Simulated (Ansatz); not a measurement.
**CHBr₂I: one species, many methods**

Aim: compute CHBr₂I with functionals from several rungs and with coupled cluster. The yardstick is the atomisation energy at the CCSD(T) limit.

Method: functionals in def2-TZVPP, the program's frozen cores in correlated methods; program: Ansatz 0.2.0, Gaussian basis.

Plan: LDA (SPW92), PBE-D4, revPBE-D4, BLYP-D4, r2SCAN-D4, B97M-V, PBE0-D4, B3LYP-D4, r2SCANh-D4, r2SCAN0-D4, HSE06-D4, BHLYP-D4, CAM-B3LYP-D4, LC-ωPBE, ωB97X-V, ωB97M-V, B2PLYP, PBE-QIDH; CCSD(T)/def2-SVP; CCSD(T)/def2-TZVPP; MP2/def2-QZVPP; extrapolation to the limit; RPA on PBE.

### Step 1. The relaxed structure

The geometry comes from an earlier relaxation with PBE0-D4 in a triple-zeta def2 set; it is a stationary point. I takes the def2 core potential; no spin-orbit term is included.

SMILES `BrC(Br)I`, 5 atoms, charge 0, spin multiplicity 1.

Atoms are counted from 1 here; the program's logs count them from 0.

Bond lengths: Br1–C2 1.921 Å, C2–Br3 1.921 Å, C2–I4 2.133 Å, C2–H5 1.083 Å. Angles: Br1–C2–Br3 111.8°, Br1–C2–I4 112.2°, Br1–C2–H5 107.0°, Br3–C2–I4 112.2°, Br3–C2–H5 107.0°, I4–C2–H5 106.3°.

### Step 2. LDA

This LDA is Slater exchange with PW92 correlation.

in.yaml reads:

```yaml
crystal:
  periodic: [false, false, false]
  atoms:
    - {symbol: Br, position_ang: [-0.516912, 0.449525, 1.766709]}
    - {symbol: C, position_ang: [0.108168, 0.076456, -0.011557]}
    - {symbol: Br, position_ang: [1.221490, -1.488762, -0.063927]}
    - {symbol: I, position_ang: [-1.488996, -0.024524, -1.421335]}
    - {symbol: H, position_ang: [0.726051, 0.913705, -0.311289]}
basis:
  gaussian: {orbitals: def2-TZVPP}
hamiltonian: {xc: lda}
output: {orbitals: {seedname: orbitals}}
```

Launch:

```bash
> ansatz run in.yaml --threads 4 --pin off --events-out ev --progress --plain --max-ram 10444MiB
```

Further steps of the session: PBE-D4 (GGA); revPBE-D4 (GGA); BLYP-D4 (GGA); r2SCAN-D4 (meta-GGA); B97M-V (meta-GGA); PBE0-D4 (hybrid); B3LYP-D4 (hybrid); r2SCANh-D4 (hybrid); r2SCAN0-D4 (hybrid); HSE06-D4 (hybrid); BHLYP-D4 (hybrid); CAM-B3LYP-D4 (range-separated); LC-ωPBE (range-separated); ωB97X-V (range-separated); ωB97M-V (range-separated); B2PLYP (double hybrid); PBE-QIDH (double hybrid); CCSD(T) in def2-SVP; CCSD(T) in def2-TZVPP; MP2 in def2-QZVPP; RPA on PBE orbitals.

Before running them: what should the planned runs give, taken together? Wanted: atomisation energy, CCSD(T)/CBS; farthest beyond LDA; mean size of error, GGA; mean size of error, meta-GGA; mean size of error, hybrid; mean size of error, range-separated; mean size of error, double hybrid; gap, smallest and largest; T1 diagnostic.

The runs gave:

| quantity | value |
| --- | --- |
| atomisation energy, CCSD(T)/CBS | 302.4 kcal/mol |
| functionals within 3.0 kcal/mol (1.0 %) | revPBE-D4, r2SCAN-D4, PBE0-D4, HSE06-D4 |
| farthest beyond LDA | BHLYP-D4 (-26.4 kcal/mol) |
| mean size of error, GGA | 6.2 kcal/mol |
| mean size of error, meta-GGA | 5.7 kcal/mol |
| mean size of error, hybrid | 9.4 kcal/mol |
| mean size of error, range-separated | 11.9 kcal/mol |
| mean size of error, double hybrid | 8.8 kcal/mol |
| gap, smallest and largest | 3.31 eV (BLYP-D4), 10.38 eV (LC-ωPBE) |
| T1 diagnostic | 0.0080 |
| triples share of the correlation energy | 3.3 % |

In words: The LDA atomisation energy is off by 63.2 kcal/mol (21 %): it overbinds. PBE-D4 misses by +11.8 kcal/mol. Double hybrids carry the basis error of their MP2 part in triple zeta, and no dispersion term here, so their miss is partly the set-up's. By mean error the best rung here is meta-GGA (5.7 kcal/mol) and the worst beyond LDA is range-separated (11.9 kcal/mol). The gap between the best rungs is small, so their order is not settled. Misses under about 3.0 kcal/mol are within the doubt on the reference itself, which lacks core-valence correlation, spin-orbit coupling and higher excitations, and its outer-core shells are covered unevenly. All levels share the lack of spin-orbit coupling, which lowers the free heavy atoms and so the true binding. Hartree-Fock recovers 59 % of the binding; the rest is correlation. CCSD(T) in def2-SVP is off by -35.2 kcal/mol, which most functionals beat. The gap grows from 3.3 to 10.4 eV across the functionals, mostly with the share of exact exchange. Correlated methods include outer-core shells of Br, I, which these sets cover unevenly.
